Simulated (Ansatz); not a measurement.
# Si2H2OF2 (SMILES F[Si]1(F)O[SiH2]1) at r2SCAN/def2-SVP

What is the vertical ionisation energy of Si2H2OF2 at r2SCAN/def2-SVP? 

The results are computed with Ansatz 0.2.0.

49 further runs of the same task are left out: 49 set aside as unsound or not needed. Runs told in other sessions of the task aren't counted.

## (1) The molecule

The species is Si2H2OF2 (7 atoms), meant as a singlet with charge 0. SMILES: `F[Si]1(F)O[SiH2]1`. Geometry: relaxed at PBE0-D4/def2-TZVP.

Bond lengths: F1–Si2 1.578 Å, Si2–F3 1.578 Å, Si2–O4 1.648 Å, Si2–Si5 2.174 Å, O4–Si5 1.718 Å, Si5–H6 1.482 Å, Si5–H7 1.482 Å. Some angles: F1–Si2–F3 105.1°, F1–Si2–O4 114.7°, F1–Si2–Si5 127.3°, F3–Si2–O4 114.7°, F3–Si2–Si5 127.3°, O4–Si2–Si5 51.2°, Si2–O4–Si5 80.4°, Si2–Si5–O4 48.4°, Si2–Si5–H6 124.7°, Si2–Si5–H7 124.7°.

## (2) The energy at r2SCAN/def2-SVP

Contents of molecule.yaml:

```yaml
crystal:
  periodic: [false, false, false]
  atoms:
    - symbol: F
      position_ang: [0.424200, -1.612100, 1.693800]
    - symbol: Si
      position_ang: [0.037900, -1.026000, 0.280100]
    - symbol: F
      position_ang: [-0.194200, -2.288000, -0.639100]
    - symbol: O
      position_ang: [1.103500, 0.077900, -0.322100]
    - symbol: Si
      position_ang: [-0.304800, 1.058600, -0.232800]
    - symbol: H
      position_ang: [-0.202300, 2.188800, 0.720000]
    - symbol: H
      position_ang: [-0.802800, 1.532800, -1.545500]
basis:
  gaussian:
    orbitals: def2-SVP
hamiltonian:
  xc: {name: r2SCAN}
accuracy: high
output:
  orbitals: {seedname: orbitals}
```

On the command line:

```console
$ ansatz run molecule.yaml --threads 1 --pin off --max-ram 2610MiB --events-out events.jsonl --progress --plain --runs-dir runs
```

The log of the run:

```text
Warning: RAYON_NUM_THREADS=1 ignored (pool sized by the plan → 1); use --threads N
Functional definition: r2SCAN
  name "r2SCAN"
  parameter k0 = 0.174
  parameter k1 = 0.065
  parameter a1 = 4.9479
  exchange = r2scan_x(k0 = k0, k1 = k1, a1 = a1)
  correlation = r2scan_c
1781 factors; integrals over basis functions are off by at most 3.9e-9 eV
mean field evaluation 1: about -23249.8600 eV, gradient 6.3e1 eV
mean field evaluation 2: about -23215.3013 eV, gradient 1.4e2 eV
mean field evaluation 4: about -23256.3942 eV, gradient 1.1e1 eV
mean field evaluation 8: about -23256.5694 eV, gradient 6.8e-1 eV
mean field evaluation 16: about -23256.5709 eV, gradient 1.1e-4 eV
mean field -23256.57090120 eV, -854.6632167491 hartree, gradient 3.8e-8 eV, S^2 0.000000; 0 other end points of the search recorded, 0 dependent functions left out
reference -23256.57090193 eV, -854.6632167758 hartree; 28, 28 occupied and 60, 60 virtual orbitals, 1781 factors
Total energy: -23256.57090193 eV, -854.6632167758 hartree
```

It took 16 s on 1 thread of Arm Neoverse V1, shared host; peak memory 0.27 GiB.

## (3) The doublet cation, same level

Contents of input.yaml:

```yaml
crystal:
  periodic: [false, false, false]
  atoms:
    - {symbol: F, position_ang: [0.424200, -1.612100, 1.693800]}
    - {symbol: Si, position_ang: [0.037900, -1.026000, 0.280100]}
    - {symbol: F, position_ang: [-0.194200, -2.288000, -0.639100]}
    - {symbol: O, position_ang: [1.103500, 0.077900, -0.322100]}
    - {symbol: Si, position_ang: [-0.304800, 1.058600, -0.232800]}
    - {symbol: H, position_ang: [-0.202300, 2.188800, 0.720000]}
    - {symbol: H, position_ang: [-0.802800, 1.532800, -1.545500]}
basis:
  gaussian: {orbitals: def2-SVP}
total_charge: 1
magnetization: {spin_polarized: true, initial_magnetization: 1}
hamiltonian: {xc: r2scan}
accuracy: high
output: {orbitals: {seedname: orbitals}}
```

On the command line:

```console
$ ansatz run input.yaml --threads 1 --pin off --max-ram 2610MiB --events-out events.jsonl --progress --plain --runs-dir runs
```

The log of the run, cut to the lines that bear on the results:

```text
Warning: RAYON_NUM_THREADS=1 ignored (pool sized by the plan → 1); use --threads N
[... 7 set-up lines as earlier in the session ...]
1779 factors; integrals over basis functions are off by at most 3.9e-9 eV
mean field evaluation 1: about -23230.8416 eV, gradient 6.8e1 eV
mean field evaluation 2: about -23115.6948 eV, gradient 1.7e2 eV
mean field evaluation 4: about -23244.0530 eV, gradient 2.7e1 eV
mean field evaluation 8: about -23246.7398 eV, gradient 2.8e-1 eV
mean field evaluation 16: about -23246.7405 eV, gradient 5.5e-4 eV
mean field -23246.74047393 eV, -854.3019552104 hartree, gradient 4.5e-8 eV, S^2 0.753985; 0 other end points of the search recorded, 0 dependent functions left out
reference -23246.74047586 eV, -854.3019552813 hartree; 28, 27 occupied and 60, 61 virtual orbitals, 1779 factors
Total energy: -23246.74047586 eV, -854.3019552813 hartree
```

It took 36 s on 1 thread of Arm Neoverse V1, shared host; peak memory 0.43 GiB.

## (4) Summary of results

At r2SCAN/def2-SVP:

```
                                          quantity          value
                    singlet Si2H2OF2: total energy  -854.66322 Eh
                     singlet Si2H2OF2: HOMO energy       -6.68 eV
                     singlet Si2H2OF2: LUMO energy       -1.88 eV
                   singlet Si2H2OF2: HOMO–LUMO gap        4.81 eV
                      doublet cation: total energy  -854.30196 Eh
doublet cation: HOMO energy (highest over α and β)      -14.70 eV
 doublet cation: LUMO energy (lowest over α and β)      -12.82 eV
                              doublet cation: ⟨S²⟩          0.754
vertical ionisation energy (to the doublet cation)       9.830 eV
```

In words: The vertical ionisation energy comes to 9.83 eV (948 kJ/mol). −ε(HOMO) before ionisation, 6.68 eV, is 3.15 eV below this ionisation energy.
